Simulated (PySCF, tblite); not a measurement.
# C7H14AlN: geometry, infrared bands, NMR shifts and electronic excitations

Aim: predict the infrared bands, NMR shifts and electronic excitations of C7H14AlN (`C#C[C@@H]1C[CH2][AlH2-][N+]1(C)C`).

Computed with tblite 0.8.0 and PySCF 2.14.0, with density-fitted response routines of our own, on a single molecule in the gas phase. Atoms count from 0, in the outputs and in this text.

### 1 The molecule as given

23 atoms, charge 0, multiplicity 1; geometry from: force field or distance geometry start.

Bonds of the start (Å): C0–C1 1.20, C1–C2 1.49, C2–C3 1.54, C3–C4 1.54, C4–Al5 1.95, Al5–N6 1.92, N6–C7 1.47, N6–C8 1.48, N6–C2 1.50, C0–H9 1.06, C2–H10 1.11, C3–H11 1.10, C3–H12 1.12, C4–H13 1.12, C4–H14 1.10, Al5–H15 1.60, Al5–H16 1.59, C7–H17 1.13, C7–H18 1.11, C7–H19 1.11, C8–H20 1.11, C8–H21 1.12, C8–H22 1.10.

### 2 Optimising the geometry with GFN2-xTB

What the job is given:

```
{"job": {"kind": "relax", "xc": "GFN2-xTB", "basis": "xTB"}, "charge": 0, "multiplicity": 1}
C     -0.406800     3.148800     0.838600
C     -0.109300     1.991600     0.807200
C      0.286800     0.555100     0.795500
C      1.739800     0.407300     0.301100
C      2.095400    -1.083500     0.192600
Al     0.385100    -1.871600    -0.331500
N     -0.651600    -0.284700    -0.022800
C     -1.008500     0.319000    -1.320000
C     -1.872100    -0.616400     0.741500
H     -0.692900     4.172600     0.863100
H      0.262200     0.220100     1.854100
H      1.870500     0.891000    -0.676300
H      2.432000     0.889400     1.036200
H      2.888200    -1.245500    -0.583100
H      2.409600    -1.485500     1.168600
H     -0.033300    -3.044100     0.680300
H      0.381200    -2.281200    -1.868000
H     -1.589800    -0.412300    -1.948800
H     -1.659800     1.213300    -1.181900
H     -0.108200     0.624600    -1.890700
H     -1.640000    -1.114200     1.705700
H     -2.449600     0.314000     0.978200
H     -2.533700    -1.280900     0.167200
```

Launch:

```bash
OMP_NUM_THREADS=1 python probes_run.py task.json out
```

One launch serves the whole session: the jobs run in the order shown.

Log:

```text
step      E/eV     max force
  0    -708.67972    2.722
  1    -708.85747    2.738
  2    -708.92506    4.303
  3    -709.06706    0.498
  4    -709.10733    0.539
  5    -709.15762    0.584
  6    -709.17642    0.354
  7    -709.19944    0.264
  8    -709.21451    0.329
  9    -709.22770    0.255
 10    -709.23594    0.267
 11    -709.24396    0.233
 12    -709.25233    0.291
 13    -709.25986    0.225
 14    -709.26501    0.162
 15    -709.26784    0.096
 16    -709.26937    0.097
 17    -709.27054    0.086
 18    -709.27153    0.074
 19    -709.27244    0.081
 20    -709.27344    0.076
 21    -709.27468    0.088
 22    -709.27612    0.099
 23    -709.27751    0.094
 24    -709.27866    0.071
 25    -709.27967    0.079
 26    -709.28064    0.074
 27    -709.28145    0.050
 28    -709.28201    0.044
 29    -709.28239    0.041
 30    -709.28276    0.048
 31    -709.28314    0.039
 32    -709.28350    0.038
 33    -709.28386    0.044
 34    -709.28437    0.058
 35    -709.28522    0.082
 36    -709.28648    0.092
 37    -709.28789    0.087
 38    -709.28902    0.071
 39    -709.28979    0.058
 40    -709.29039    0.055
 41    -709.29096    0.058
 42    -709.29152    0.061
 43    -709.29217    0.074
 44    -709.29311    0.075
 45    -709.29444    0.087
 46    -709.29586    0.100
 47    -709.29695    0.073
 48    -709.29775    0.070
 49    -709.29859    0.073
 50    -709.29954    0.074
 51    -709.30039    0.083
 52    -709.30104    0.079
 53    -709.30168    0.058
 54    -709.30260    0.062
 55    -709.30345    0.073
 56    -709.30436    0.068
 57    -709.30512    0.073
 58    -709.30605    0.065
 59    -709.30731    0.099
 60    -709.30874    0.129
 61    -709.31002    0.137
 62    -709.31121    0.090
 63    -709.31219    0.067
 64    -709.31319    0.052
 65    -709.31385    0.067
 66    -709.31490    0.073
 67    -709.31578    0.056
 68    -709.31656    0.050
 69    -709.31716    0.055
 70    -709.31784    0.057
 71    -709.31866    0.062
 72    -709.31950    0.061
 73    -709.32010    0.048
 74    -709.32054    0.059
 75    -709.32101    0.064
 76    -709.32199    0.068
 77    -709.32260    0.057
 78    -709.32321    0.051
 79    -709.32358    0.053
 80    -709.32398    0.045
 81    -709.32437    0.036
 82    -709.32466    0.031
 83    -709.32482    0.029
 84    -709.32491    0.024
 85    -709.32501    0.028
 86    -709.32514    0.031
 87    -709.32529    0.030
 88    -709.32547    0.027
 89    -709.32565    0.029
 90    -709.32583    0.025
 91    -709.32598    0.029
 92    -709.32613    0.028
 93    -709.32627    0.028
 94    -709.32640    0.023
 95    -709.32650    0.022
 96    -709.32659    0.019
 97    -709.32667    0.017
 98    -709.32675    0.016
 99    -709.32681    0.014
100    -709.32685    0.016
101    -709.32690    0.014
102    -709.32694    0.014
103    -709.32699    0.013
104    -709.32703    0.012
105    -709.32707    0.018
106    -709.32709    0.053
107    -709.32712    0.012
108    -709.32714    0.012
109    -709.32716    0.008
```

Run time: 1.1 s. Hardware: 1 thread of Arm Neoverse V1, shared host; peak memory 0.18 GiB.

Along the way: (not every step is listed)

| step | energy from step 0 (eV) | largest force (eV/Å) |
| --- | --- | --- |
| 0 | 0.0000 | 2.7224 |
| 1 | -0.1778 | 2.7380 |
| 2 | -0.2453 | 4.3027 |
| 3 | -0.3873 | 0.4981 |
| 4 | -0.4276 | 0.5393 |
| 5 | -0.4779 | 0.5840 |
| 6 | -0.4967 | 0.3542 |
| 7 | -0.5197 | 0.2636 |
| 8 | -0.5348 | 0.3289 |
| 17 | -0.5908 | 0.0859 |
| 26 | -0.6009 | 0.0736 |
| 35 | -0.6055 | 0.0821 |
| 44 | -0.6134 | 0.0752 |
| 53 | -0.6220 | 0.0577 |
| 62 | -0.6315 | 0.0904 |
| 71 | -0.6389 | 0.0616 |
| 80 | -0.6443 | 0.0454 |
| 89 | -0.6459 | 0.0285 |
| 98 | -0.6470 | 0.0162 |
| 104 | -0.6473 | 0.0116 |
| 105 | -0.6474 | 0.0183 |
| 106 | -0.6474 | 0.0530 |
| 107 | -0.6474 | 0.0117 |
| 108 | -0.6474 | 0.0120 |
| 109 | -0.6474 | 0.0081 |

Distances of close pairs at the start and the end, largest changes first:

| bond | before (Å) | after (Å) | change (Å) |
| --- | --- | --- | --- |
| Al5–N6 | 1.920 | 2.053 | +0.133 |
| C4–Al5 | 1.955 | 2.025 | +0.070 |
| C1–C2 | 1.490 | 1.451 | -0.039 |
| C7–H17 | 1.126 | 1.089 | -0.037 |
| Al5–H15 | 1.604 | 1.569 | -0.035 |
| Al5–H16 | 1.590 | 1.559 | -0.031 |
| C2–N6 | 1.502 | 1.474 | -0.028 |
| C8–H21 | 1.120 | 1.095 | -0.026 |

The end geometry stands in the next job.

### 3 Infrared spectrum with GFN2-xTB

What the job is given:

```
{"job": {"kind": "ir", "xc": "GFN2-xTB", "basis": "xTB"}, "charge": 0, "multiplicity": 1}
C     -0.584029     2.966329     1.152983
C     -0.201440     1.839357     1.018933
C      0.274480     0.484850     0.809310
C      1.695941     0.473056     0.225659
C      2.124805    -0.985911    -0.022170
Al     0.420737    -2.066749    -0.193654
N     -0.631592    -0.310676    -0.037812
C     -0.773453     0.249723    -1.372775
C     -1.932110    -0.454378     0.596633
H     -0.910786     3.953483     1.293853
H      0.315422    -0.039770     1.775259
H      1.711814     1.050783    -0.700515
H      2.356145     0.985911     0.931718
H      2.913799    -0.996190    -0.783933
H      2.627423    -1.345174     0.893143
H     -0.041479    -2.759616     1.136317
H     -0.155676    -2.620420    -1.531871
H     -1.567206    -0.281176    -1.895723
H     -1.008930     1.317738    -1.342414
H      0.151972     0.088091    -1.927117
H     -1.802751    -0.887241     1.588321
H     -2.449630     0.506125     0.686735
H     -2.538207    -1.141160     0.005942
```

Log:

```text
mode    cm-1     km/mol
  1      72.0      3.50
  2     120.1      0.60
  3     127.7      0.53
  4     146.1      0.15
  5     182.6      1.32
  6     197.7      0.19
  7     221.9      0.03
  8     269.4      1.14
  9     285.9      1.49
 10     304.5      5.02
 11     337.5      0.72
 12     362.6      3.67
 13     442.9      5.00
 14     446.9      4.01
 15     461.5      2.34
 16     509.1     22.96
 17     541.0     73.82
 18     592.5     16.49
 19     601.6     70.32
 20     654.9     70.24
 21     671.0    503.38
 22     688.6     10.63
 23     767.0    464.68
 24     806.7     16.91
 25     920.9     11.27
 26     965.4     16.89
 27    1017.1      6.54
 28    1033.8     12.46
 29    1039.6     17.74
 30    1065.1     21.26
 31    1073.6      7.86
 32    1113.5      8.54
 33    1153.2      2.01
 34    1169.9      3.04
 35    1215.3     12.83
 36    1237.7      7.03
 37    1248.2      2.94
 38    1259.9      2.53
 39    1310.9      7.66
 40    1321.6      3.62
 41    1401.8      3.32
 42    1421.8      1.70
 43    1462.2      0.76
 44    1467.5      5.85
 45    1471.3      3.33
 46    1476.9      7.75
 47    1484.1     14.74
 48    1512.1      1.40
 49    1664.1    346.77
 50    1717.1    399.69
 51    2278.7      6.24
 52    2829.1     47.80
 53    2869.1     31.35
 54    2913.3     47.32
 55    2941.4     61.65
 56    2946.8     25.25
 57    2954.6     41.33
 58    2981.2     39.04
 59    2992.1     22.95
 60    3004.6     16.04
 61    3011.1     16.79
 62    3021.8     20.61
 63    3392.6      4.48
```

Run time: 1.2 s. Hardware: 1 thread of Arm Neoverse V1, shared host; peak memory 0.18 GiB.

Which atoms move in the most intense modes:

| cm⁻¹ | km/mol | atoms |
| --- | --- | --- |
| 541 | 73.8 | C4 28 %, H16 21 %, Al5 18 %, H14 14 % |
| 602 | 70.3 | C4 35 %, H13 22 %, H15 20 % |
| 655 | 70.2 | H9 66 %, C0 10 % |
| 671 | 503.4 | H15 31 %, H16 26 %, Al5 12 %, H9 11 % |
| 767 | 464.7 | H15 44 %, H16 44 % |
| 1664 | 346.8 | H15 96 % |
| 1717 | 399.7 | H16 96 % |
| 2941 | 61.6 | H12 85 % |

### 4 Relaxing the molecule at PBE0-D3(BJ)/def2-SVP

What the job is given:

```
{"job": {"xc": "PBE0", "basis": "def2-SVP", "d3": "d3bj", "grid": 1, "shake": 0.01, "kind": "geom"}, "charge": 0, "multiplicity": 1}
C     -0.563620     2.940770     1.157160
C     -0.207120     1.834830     1.016780
C      0.254280     0.482530     0.800660
C      1.729170     0.475310     0.222130
C      2.121990    -0.992590    -0.032720
Al     0.416830    -2.061930    -0.196040
N     -0.622010    -0.312670    -0.037570
C     -0.757990     0.255170    -1.377830
C     -1.933940    -0.448970     0.615980
H     -0.913480     3.951050     1.303880
H      0.306560    -0.042690     1.784080
H      1.717620     1.051700    -0.693810
H      2.327860     0.996120     0.922120
H      2.897110    -0.993430    -0.776930
H      2.622980    -1.355940     0.893400
H     -0.042010    -2.745560     1.143790
H     -0.153740    -2.609300    -1.533930
H     -1.576460    -0.275340    -1.889900
H     -1.011080     1.309910    -1.340120
H      0.127030     0.094990    -1.922200
H     -1.819140    -0.886630     1.578680
H     -2.442060     0.485780     0.677590
H     -2.531110    -1.129600    -0.015640
```

Log:

```text
step   0  E = -571.46185517  max force = 0.095228
step   1  E = -571.47626311  max force = 0.009630
step   2  E = -571.47718320  max force = 0.002240
step   3  E = -571.47732119  max force = 0.001184
step   4  E = -571.47738891  max force = 0.001169
step   5  E = -571.47744255  max force = 0.000817
step   6  E = -571.47747751  max force = 0.000788
step   7  E = -571.47750784  max force = 0.000610
step   8  E = -571.47752694  max force = 0.000517
step   9  E = -571.47754151  max force = 0.000391
optimisation converged
```

Wall time 4.1 min (1 thread of Arm Neoverse V1, shared host); peak memory 0.97 GiB.

Step by step:

| step | energy from step 0 (eV) | largest force component (eV/Å) |
| --- | --- | --- |
| 0 | 0.0000 | 4.8968 |
| 1 | -0.3921 | 0.4952 |
| 2 | -0.4171 | 0.1152 |
| 3 | -0.4209 | 0.0609 |
| 4 | -0.4227 | 0.0601 |
| 5 | -0.4242 | 0.0420 |
| 6 | -0.4251 | 0.0405 |
| 7 | -0.4259 | 0.0314 |
| 8 | -0.4265 | 0.0266 |
| 9 | -0.4268 | 0.0201 |

Distances of close pairs at the start and the end, largest changes first:

| bond | before (Å) | after (Å) | change (Å) |
| --- | --- | --- | --- |
| Al5–H16 | 1.554 | 1.606 | +0.052 |
| Al5–N6 | 2.041 | 2.092 | +0.051 |
| C2–C3 | 1.584 | 1.538 | -0.047 |
| C7–H19 | 1.051 | 1.097 | +0.046 |
| C2–N6 | 1.450 | 1.495 | +0.045 |
| C3–H12 | 1.058 | 1.103 | +0.045 |
| C0–C1 | 1.170 | 1.211 | +0.041 |
| C8–H21 | 1.066 | 1.103 | +0.037 |

The final coordinates are the input of the step that follows.

| at the end point | value |
| --- | --- |
| point group (found at 0.08 Å tolerance) | C1 |
| rotational constants (GHz, main isotopes) | 2.049, 1.158, 0.900 |
| dipole moment (D) | 4.27 |

### 5 Nuclear shieldings: PBE0/pcSseg-1

What the job is given:

```
{"job": {"kind": "nmr", "xc": "PBE0", "basis": "pcSseg-1"}, "charge": 0, "multiplicity": 1}
C     -0.441988     2.818342     1.022752
C     -0.091700     1.661474     0.947526
C      0.344181     0.269817     0.839603
C      1.792059     0.114227     0.345554
C      2.162619    -1.367709     0.218874
Al     0.457301    -2.368561    -0.098440
N     -0.575556    -0.552016    -0.005535
C     -0.716359    -0.013292    -1.365172
C     -1.893785    -0.692541     0.621283
H     -0.745839     3.846000     1.103646
H      0.287715    -0.184604     1.845390
H      1.887261     0.637456    -0.619686
H      2.435346     0.675163     1.044019
H      2.929537    -1.503694    -0.559795
H      2.617129    -1.723453     1.159644
H     -0.148204    -3.147775     1.173380
H      0.077079    -2.934419    -1.552904
H     -1.369019    -0.679487    -1.943306
H     -1.143901     1.002694    -1.343333
H      0.259880     0.016516    -1.865121
H     -1.778470    -1.120981     1.625469
H     -2.403622     0.283128     0.692599
H     -2.507788    -1.379089     0.022383
```

Level: GIAO PBE0/pcSseg-1 NMR shielding, non-relativistic, gas phase.

Log:

```text
coarse grid: 18968 points
cycle   1  E = -571.5970764543  dE =  8.438e-01  |g| = 5.014e-01  |ddm| = 4.318e+00
cycle   2  E = -571.5896117503  dE =  7.465e-03  |g| = 5.439e-01  |ddm| = 1.200e+00
cycle   3  E = -571.6618040755  dE = -7.219e-02  |g| = 9.888e-02  |ddm| = 5.948e-01
cycle   4  E = -571.6632895601  dE = -1.485e-03  |g| = 6.185e-02  |ddm| = 1.221e-01
cycle   5  E = -571.6641675358  dE = -8.780e-04  |g| = 1.754e-02  |ddm| = 5.590e-02
cycle   6  E = -571.6642395252  dE = -7.199e-05  |g| = 4.511e-03  |ddm| = 1.759e-02
cycle   7  E = -571.6642440478  dE = -4.523e-06  |g| = 1.266e-03  |ddm| = 4.482e-03
final grid: 176552 points
cycle   8  E = -571.7189125923  dE = -6.483e-05  |g| = 9.357e-03  |ddm| = 6.774e-02
cycle   9  E = -571.7189029946  dE =  9.598e-06  |g| = 1.119e-02  |ddm| = 2.005e-02
cycle  10  E = -571.7189351941  dE = -3.220e-05  |g| = 1.611e-03  |ddm| = 1.187e-02
cycle  11  E = -571.7189357265  dE = -5.324e-07  |g| = 5.763e-04  |ddm| = 1.658e-03
cycle  12  E = -571.7189357938  dE = -6.731e-08  |g| = 2.346e-04  |ddm| = 5.230e-04
cycle  13  E = -571.7189358066  dE = -1.274e-08  |g| = 5.136e-05  |ddm| = 2.140e-04
cycle  14  E = -571.7189358071  dE = -5.039e-10  |g| = 1.552e-05  |ddm| = 4.820e-05
converged SCF energy = -571.7189358071

GIAO shielding tensors (ppm)
atom      isotropic    diamagn.    paramagn.     s11        s22        s33       span
  0 C      100.842     260.546    -159.704     22.592     37.394    242.541    219.950
  1 C      102.039     260.445    -158.405     -0.173      9.904    296.387    296.560
  2 C      122.689     248.940    -126.251     94.846    124.219    149.004     54.158
  3 C      150.237     245.422     -95.186    121.079    154.414    175.217     54.138
  4 C      184.990     248.326     -63.336    168.381    180.346    206.244     37.863
  5 Al     387.329     795.368    -408.040    368.165    387.292    406.529     38.363
  6 N      212.392     321.497    -109.106    184.458    213.495    239.222     54.764
  7 C      146.138     248.741    -102.602    124.628    134.854    178.933     54.306
  8 C      137.829     246.865    -109.036    108.440    124.056    180.991     72.551
  9 H       28.908      33.808      -4.900     23.606     23.969     39.149     15.543
 10 H       28.105      31.509      -3.404     25.258     27.103     31.954      6.696
 11 H       29.545      31.095      -1.549     25.639     29.364     33.632      7.994
 12 H       29.051      29.243      -0.192     22.940     28.850     35.362     12.422
 13 H       31.131      28.603       2.529     26.261     27.934     39.200     12.939
 14 H       31.028      28.835       2.193     26.434     27.886     38.765     12.332
 15 H       27.151      29.844      -2.692     23.772     25.736     31.945      8.173
 16 H       27.104      29.586      -2.482     23.708     25.652     31.951      8.244
 17 H       29.102      30.858      -1.756     24.918     26.577     35.812     10.893
 18 H       29.016      31.162      -2.146     24.154     28.356     34.540     10.386
 19 H       28.871      31.267      -2.396     23.969     27.680     34.964     10.995
 20 H       28.824      29.843      -1.019     24.466     26.321     35.684     11.218
 21 H       28.659      29.867      -1.208     24.092     27.668     34.218     10.126
 22 H       28.756      29.440      -0.684     24.405     26.030     35.833     11.428
```

Run time: 55 s. Hardware: 1 thread of Arm Neoverse V1, shared host; peak memory 1.2 GiB.

The references, computed at this level on geometries of the same kind, shield at (ppm): 1H TMS 31.27, 13C TMS 184.4, 15N NH3 265.7, 27Al AlH4- 489.3. Their shielding less the atom's gives the shift. The references are single molecules in the gas phase, so shifts against H2O, NH3, PH3, H3PO4 or CFCl3 are not on the usual liquid scales and can be off by tens of ppm. Shifts against hydride references such as AlH4− lie on their own scale. Atoms listed in one row are averaged.

| atoms | environment | σ (ppm) | δ (ppm) |
| --- | --- | --- | --- |
| C0 | terminal alkyne carbon | 100.8 | 83.6 |
| C1 | alkyne carbon | 102.0 | 82.4 |
| C2 | propargylic sp3 CH bonded to N | 122.7 | 61.7 |
| C8 | methyl carbon bonded to N | 137.8 | 46.6 |
| C7 | methyl carbon bonded to N | 146.1 | 38.3 |
| C3 | sp3 CH2 in a ring | 150.2 | 34.2 |
| C4 | sp3 CH2 bonded to Al | 185.0 | -0.6 |
| H16 | hydrogen on an aluminium bonded to C, N, in a 5-membered ring | 27.10 | 4.16 |
| H15 | hydrogen on an aluminium bonded to C, N, in a 5-membered ring | 27.15 | 4.12 |
| H10 | hydrogen on a propargylic sp3 CH bonded to N | 28.11 | 3.16 |
| H20, H21, H22 | hydrogen on a methyl carbon bonded to N | 28.75 | 2.52 |
| H9 | hydrogen on a terminal alkyne carbon | 28.91 | 2.36 |
| H17, H18, H19 | hydrogen on a methyl carbon bonded to N | 29.00 | 2.27 |
| H12 | hydrogen on an sp3 CH2 in a ring | 29.05 | 2.22 |
| H11 | hydrogen on an sp3 CH2 in a ring | 29.55 | 1.72 |
| H14 | hydrogen on an sp3 CH2 bonded to Al | 31.03 | 0.24 |
| H13 | hydrogen on an sp3 CH2 bonded to Al | 31.13 | 0.14 |
| Al5 | aluminium bonded to C, N, 2 H, in a 5-membered ring | 387.3 | 102.0 |
| N6 | donor nitrogen of a Lewis adduct | 212.4 | 53.3 |

Charges from the same density, by scheme (e):

| atoms | Mulliken | IAO | Hirshfeld | ESP fit |
| --- | --- | --- | --- | --- |
| C0 | -0.43 | -0.23 | -0.10 | -0.36 |
| C1 | 0.33 | -0.05 | -0.03 | -0.16 |
| C2 | -0.11 | -0.03 | 0.04 | 0.26 |
| C3 | -0.15 | -0.23 | -0.07 | -0.21 |
| C4 | -0.57 | -0.62 | -0.23 | -0.45 |
| Al5 | 0.75 | 0.58 | 0.33 | 0.66 |
| N6 | -0.77 | -0.19 | -0.02 | -0.04 |
| C7 | -0.09 | -0.30 | -0.06 | -0.58 |
| C8 | -0.07 | -0.30 | -0.05 | -0.45 |

Mayer bond orders: C0–C1 2.49, C1–C2 1.01, C2–C3 1.00, C3–C4 1.03, C4–Al5 0.77, Al5–N6 0.33, N6–C7 0.90, N6–C8 0.91, N6–C2 0.86.

Ring of atoms C2, C3, C4, Al5, N6: NICS(0) -5.2, NICS(1) -3.4, NICS(1)zz -0.9 ppm (means of both faces). The ring holds saturated atoms, so no π current runs round it: these values come from its σ bonds, any local π bonds and neighbouring rings, and say nothing of aromaticity.

(Part 1 of 2 ends here.)
